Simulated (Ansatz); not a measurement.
# AlAsH6O3: up Jacob's ladder to CCSD(T)

An exercise on one series of results from a longer session: the logs are not shown, and one member is left open.

Program: Ansatz 0.2.0, Gaussian basis. Level of theory: functionals in def2-TZVPP, the program's frozen cores in correlated methods. These are calculated values, not measurements.

Levels to be run: LDA (SPW92), PBE-D4, revPBE-D4, BLYP-D4, r2SCAN-D4, B97M-V, PBE0-D4, B3LYP-D4, r2SCANh-D4, r2SCAN0-D4, HSE06-D4, BHLYP-D4, CAM-B3LYP-D4, LC-ωPBE, ωB97X-V, ωB97M-V, B2PLYP, PBE-QIDH; CCSD(T)/def2-SVP; CCSD(T)/def2-TZVPP; MP2/def2-QZVPP; extrapolation to the limit; RPA on PBE.

## The geometry

An earlier PBE0-D4 in a triple-zeta def2 set relaxation fixed the geometry.

SMILES `[OH][Al-]([OH])([OH])[AsH3+]`, 11 atoms, charge 0, spin multiplicity 1.

Atoms are counted from 1 here; the program's logs count them from 0.

Bond lengths: O1–Al2 1.709 Å, O1–H6 0.955 Å, Al2–O3 1.709 Å, Al2–O4 1.709 Å, Al2–As5 2.663 Å, O3–H7 0.955 Å, O4–H8 0.955 Å, As5–H9 1.508 Å, As5–H10 1.508 Å, As5–H11 1.508 Å. Angles: Al2–O1–H6 120.8°, O1–Al2–O3 118.5°, O1–Al2–O4 118.5°, O1–Al2–As5 97.2°, O3–Al2–O4 118.4°, O3–Al2–As5 97.1°, O4–Al2–As5 97.3°, Al2–O3–H7 120.8°, Al2–O4–H8 120.8°, Al2–As5–H9 120.2°, Al2–As5–H10 120.0°, Al2–As5–H11 120.4°, H9–As5–H10 96.9°, H9–As5–H11 96.9°, H10–As5–H11 96.9°.

The first run:

The input, in.yaml:

```yaml
crystal:
  periodic: [false, false, false]
  atoms:
    - {symbol: O, position_ang: [-1.982979, -0.183111, 0.564297]}
    - {symbol: Al, position_ang: [-0.331157, -0.599093, 0.704685]}
    - {symbol: O, position_ang: [0.570063, 0.068989, 1.994242]}
    - {symbol: O, position_ang: [0.199008, -2.071689, 0.018148]}
    - {symbol: As, position_ang: [0.583944, 1.012714, -1.206760]}
    - {symbol: H, position_ang: [-2.407191, 0.365321, 1.221719]}
    - {symbol: H, position_ang: [1.319929, -0.396426, 2.360282]}
    - {symbol: H, position_ang: [-0.421780, -2.674814, -0.386513]}
    - {symbol: H, position_ang: [2.052435, 1.024385, -1.550802]}
    - {symbol: H, position_ang: [0.415400, 2.506176, -1.080022]}
    - {symbol: H, position_ang: [0.067627, 0.890550, -2.618676]}
basis:
  gaussian: {orbitals: def2-TZVPP}
hamiltonian: {xc: lda}
output: {orbitals: {seedname: orbitals}}
```

Run with:

```console
$ ansatz run in.yaml --threads 8 --pin off --events-out ev --progress --plain --max-ram 20889MiB
```

Among the steps run: LDA; PBE-D4 (GGA); revPBE-D4 (GGA); BLYP-D4 (GGA); r2SCAN-D4 (meta-GGA); B97M-V (meta-GGA); PBE0-D4 (hybrid); B3LYP-D4 (hybrid); r2SCANh-D4 (hybrid); r2SCAN0-D4 (hybrid); HSE06-D4 (hybrid); BHLYP-D4 (hybrid); CAM-B3LYP-D4 (range-separated); LC-ωPBE (range-separated); ωB97X-V (range-separated); ωB97M-V (range-separated); B2PLYP (double hybrid); PBE-QIDH (double hybrid).

One table of the session follows, with a row left open; its other results are not shown here.

It belongs to the step «Orbital energies across the functionals». 

```
  functional  HOMO (eV)  gap (eV)
 LDA (SPW92)      -6.70      5.70
      PBE-D4      -6.51      5.72
   revPBE-D4      -6.44      5.73
     BLYP-D4      -6.44      5.63
   r2SCAN-D4      -6.84      6.30
      B97M-V      -6.91      6.26
     PBE0-D4      -7.98      8.02
    B3LYP-D4      -7.77      7.48
  r2SCANh-D4      -7.40      7.17
  r2SCAN0-D4      -8.22      8.44
    HSE06-D4      -7.58      7.26
    BHLYP-D4      -9.33     10.07
CAM-B3LYP-D4      -9.38     10.24
     LC-ωPBE     -10.67     12.83
     ωB97X-V          ?         ?
     ωB97M-V     -10.26     11.86
```

Q: Estimate the row for ωB97X-V from the others.

The run gave: HOMO (eV): -10.34; gap (eV): 12.30. In the column «HOMO (eV)» it lies between LC-ωPBE (-10.67) and ωB97M-V (-10.26).
